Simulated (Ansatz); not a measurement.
# Al16In: the cost of one run

All numbers below are computed with Ansatz 0.2.0 (DFT PBE, plane waves, PAW, scalar-relativistic, no spin polarisation).

### 1 The starting structure

The cell holds 17 atoms (Al16In): a = 8.100 Å, b = 5.728 Å, c = 15.296 Å, α = 90.00°, β = 90.00°, γ = 90.00°.

Coordinates:

```xyz
17
Lattice="8.1000 0.0000 0.0000 0.0000 5.7276 0.0000 0.0000 0.0000 15.2957" Properties=species:S:1:pos:R:3 pbc="T T T"
Al    2.0250    1.4319    1.0000
Al    6.0750    1.4319    1.0000
Al    2.0250    4.2957    1.0000
Al    6.0750    4.2957    1.0000
Al    0.0000    0.0000    2.4319
Al    4.0500    0.0000    2.4319
Al    0.0000    2.8638    2.4319
Al    4.0500    2.8638    2.4319
Al    2.0250    1.4319    3.8638
Al    6.0750    1.4319    3.8638
Al    2.0250    4.2957    3.8638
Al    6.0750    4.2957    3.8638
Al    0.0000    0.0000    5.2957
Al    4.0500    0.0000    5.2957
Al    0.0000    2.8638    5.2957
Al    4.0500    2.8638    5.2957
In    1.3617    3.8338    7.4157
```

### 2 Preparing the start

Input file input.yaml:

```yaml
crystal:
  lattice:
    - [8.1, 0.0, 0.0]
    - [0.0, 5.727565, 0.0]
    - [0.0, 0.0, 15.295674]
  atoms:
    - { symbol: Al, position: [0.25, 0.25, 0.065378] }
    - { symbol: Al, position: [0.75, 0.25, 0.065378] }
    - { symbol: Al, position: [0.25, 0.75, 0.065378] }
    - { symbol: Al, position: [0.75, 0.75, 0.065378] }
    - { symbol: Al, position: [0.0, 0.0, 0.1589921] }
    - { symbol: Al, position: [0.5, 0.0, 0.1589921] }
    - { symbol: Al, position: [0.0, 0.5, 0.1589921] }
    - { symbol: Al, position: [0.5, 0.5, 0.1589921] }
    - { symbol: Al, position: [0.25, 0.25, 0.2526062] }
    - { symbol: Al, position: [0.75, 0.25, 0.2526062] }
    - { symbol: Al, position: [0.25, 0.75, 0.2526062] }
    - { symbol: Al, position: [0.75, 0.75, 0.2526062] }
    - { symbol: Al, position: [0.0, 0.0, 0.3462204] }
    - { symbol: Al, position: [0.5, 0.0, 0.3462204] }
    - { symbol: Al, position: [0.0, 0.5, 0.3462204] }
    - { symbol: Al, position: [0.5, 0.5, 0.3462204] }
    - { symbol: In, position: [0.1681079, 0.6693615, 0.4848216] }
basis:
  ecutwfc: 420.0
kpoints:
  mp_grid: { grid: [2, 3, 1] }
hamiltonian:
  xc: pbe
  pseudopotentials: { kind: paw, azcp: { folder: soft_1 } }
scf:
  occupations: { method: fermi_dirac, width: 0.15 }
  lower_state_search: "off"
relax:
  f_tol: 0.08
  max_steps: 25
  adjacent_minimum: "off"
  constraints: [{ sites: [0, 1, 2, 3] }]
```

Run with:

```sh
$ ansatz run input.yaml --threads 1 --pin off --max-ram 3072MiB --backend cpu --events-out ev --progress --plain --runs-dir out
```

**Question.** How long does this run take on 1 thread of Arm Neoverse V1, shared host, and how much memory does it need?

About 69 s, with a peak of 0.65 GiB.
